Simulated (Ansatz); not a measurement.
# GaN, space group P6_3mc: a phonon calculation by finite displacements

Program: Ansatz 0.2.0 through its Python package.

At the Python prompt:
```pycon
>>> from pathlib import Path
>>> import ansatz as az
>>> import numpy as np
>>> gan = (
...     az.Lattice.of((3.18, 0.0, 0.0), (-1.59, 2.753961, 0.0), (0.0, 0.0, 5.166))
...     .atom("Ga", (1 / 3, 2 / 3, 0.0))
...     .atom("Ga", (2 / 3, 1 / 3, 0.5))
...     .atom("N", (1 / 3, 2 / 3, 0.375))
...     .atom("N", (2 / 3, 1 / 3, 0.875))
... )
>>> gan.resolved().tree()["lattice"]
((3.18, 0.0, 0.0), (-1.59, 2.753961, 0.0), (0.0, 0.0, 5.166))
>>> base = gan.calculation()
>>> base = base.functional("rpbe")
>>> base = base.pseudopotentials("paw").basis(630)
>>> base = base.occupations("fixed")
>>> base = base.mixing("anderson", beta=0.3)
>>> base = base.scf(algorithm="direct_min")
>>> base = base.kpoints(6, 6, 3)
>>> base = base.phonons("fd", supercell=1)
>>> res = base.run(threads=1, pin="off", runs_dir="phonon_runs")

>>> folder = Path(res.output_folder) / "results"
>>> ph = res.phonons
>>> print("modes at Gamma (1/cm):", np.round(ph.gamma_omega_inv_cm, 1) + 0.0)
modes at Gamma (1/cm): [  0.    0.    0.  130.6 130.6 337.  551.8 551.8 553.5 563.3 563.3 707.2]
>>> print(f"{ph.n_members} displaced supercells, sum-rule residual {ph.asr_residual_pre_ev_ang2:.1e} eV/A^2")
4 displaced supercells, sum-rule residual 3.8e-04 eV/A^2
>>> optical = np.sort(ph.gamma_omega_inv_cm)
>>> print("imaginary modes at Gamma:", int((optical < -10).sum()), "- highest mode", round(float(optical[-1]), 1), "1/cm")
imaginary modes at Gamma: 0 - highest mode 707.2 1/cm
```

What to keep in mind:
- The settings weren't tested for convergence.
- The cell isn't relaxed first, so the values belong to this volume.
- A negative frequency stands for an imaginary mode.
- Of the deposited cell: the entry's cell lengths or inner coordinates differ somewhat from later room-temperature determinations.
- No non-analytic term is added, so at the zone centre the longitudinal optical modes of a polar crystal aren't split off.
- The structure is a deposited one; some such entries were measured under pressure or heat, so a shift against it needn't be the functional's error alone.
- The structure is taken as given and the supercell is small; imaginary modes can come from an unrelaxed or unstable start.
- Timing: 56 s on 1 thread of Arm Neoverse V2 (shared host), peak memory 0.47 GiB.

(Lines on the test bed's own set-up are left out of the output.)
